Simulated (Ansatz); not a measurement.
I need a test of the smearing width of ScAl, space group Pm-3m. Use Ansatz 0.2.0, Python API. Level of theory (first run): r2SCAN, PAW, the default cutoff (500 eV here), 10×10×10 k-points, cold smearing of 0.5 eV. The script varies width (eV): 0.5, 0.3, 0.2, 0.1.

Input file `scal.cif`:
```cif
data_ScAl
_cell_length_a 3.370349
_cell_length_b 3.370349
_cell_length_c 3.370349
_cell_angle_alpha 90.00000
_cell_angle_beta 90.00000
_cell_angle_gamma 90.00000
_symmetry_space_group_name_H-M 'P 1'
_symmetry_Int_Tables_number 1
loop_
_symmetry_equiv_pos_as_xyz
'x, y, z'
loop_
_atom_site_label
_atom_site_type_symbol
_atom_site_fract_x
_atom_site_fract_y
_atom_site_fract_z
Sc1 Sc    0.500000    0.500000    0.500000
Al2 Al    0.000000    0.000000    0.000000
```

`scal_smear.py`
```python
# -*- coding: utf-8 -*-
"""How the energy of ScAl depends on the smearing."""

import logging
import sys
import warnings

import ansatz as az
from ase.io import read
import pandas as pd

logging.basicConfig(stream=sys.stdout, format="%(name)s: %(message)s")
logger = logging.getLogger("ansatz_job")
logger.setLevel(logging.INFO)


def main():
    warnings.simplefilter("ignore", az.DeckWarning)

    atoms = read("scal.cif")
    xtal = az.Crystal.from_ase(atoms)

    setup = (
        xtal.calculation()
        .kpoints(10, 10, 10)
        .functional("r2scan")
        .forces()
        .stress()
    )

    rows = []
    for value in [0.5, 0.3, 0.2, 0.1]:
        rep = setup.occupations("cold", width=value).run(threads=1, backend="cpu").report
        rows.append((value, rep["free_energy_ev"] / len(rep["lattice"]["sites"]), rep["n_iterations"], sum(rep["stress_gpa"][i][i] for i in range(3)) / 3, max(abs(f) for row in rep["forces_ev_ang"] for f in row), rep["n_kpoints"]))

    table = pd.DataFrame(rows, columns=["width (eV)", "F/atom (eV)", "iterations", "P (GPa)", "max component (eV/A)", "k-points"])
    print(table.round(5).to_string(index=False))

    # differences from the last row
    for row in rows[:-1]:
        shift = 1000 * (row[1] - rows[-1][1])
        logger.info(f"{row[0]}: {shift:+.2f} meV/atom" + ("  (within 5 meV)" if abs(shift) < 5 else ""))


if __name__ == "__main__":
    main()
```

`python scal_smear.py` gives:
```text
 width (eV)  F/atom (eV)  iterations  P (GPa)  max component (eV/A)  k-points
        0.5  -1340.98115           6 -0.00775                   0.0        56
        0.3  -1340.98288           6 -0.04455                   0.0        56
        0.2  -1340.98347           6 -0.03561                   0.0        56
        0.1  -1340.98322           6 -0.02754                   0.0        56
ansatz_job: 0.5: +2.07 meV/atom  (within 5 meV)
ansatz_job: 0.3: +0.34 meV/atom  (within 5 meV)
ansatz_job: 0.2: -0.25 meV/atom  (within 5 meV)
```

Going from 0.1 to 0.5 eV changes F by +2.1 meV an atom. This scheme is built to cancel the term in the square of the width, so the shifts stay small and are partly the mesh's error. The pressure moves from -0.03 to -0.01 GPa.

Reading the output:
- No spin polarisation was allowed.
- Forces vanish by symmetry here and test nothing.
- The narrowest width needs the finest mesh, so the last row is no converged reference.
- Pressure is positive in compression.
- This cell is a computed structure, which may not be the phase found in nature.
- Run time: 17 s on 1 thread of Arm Neoverse V1 (shared host), peak memory 0.54 GiB.
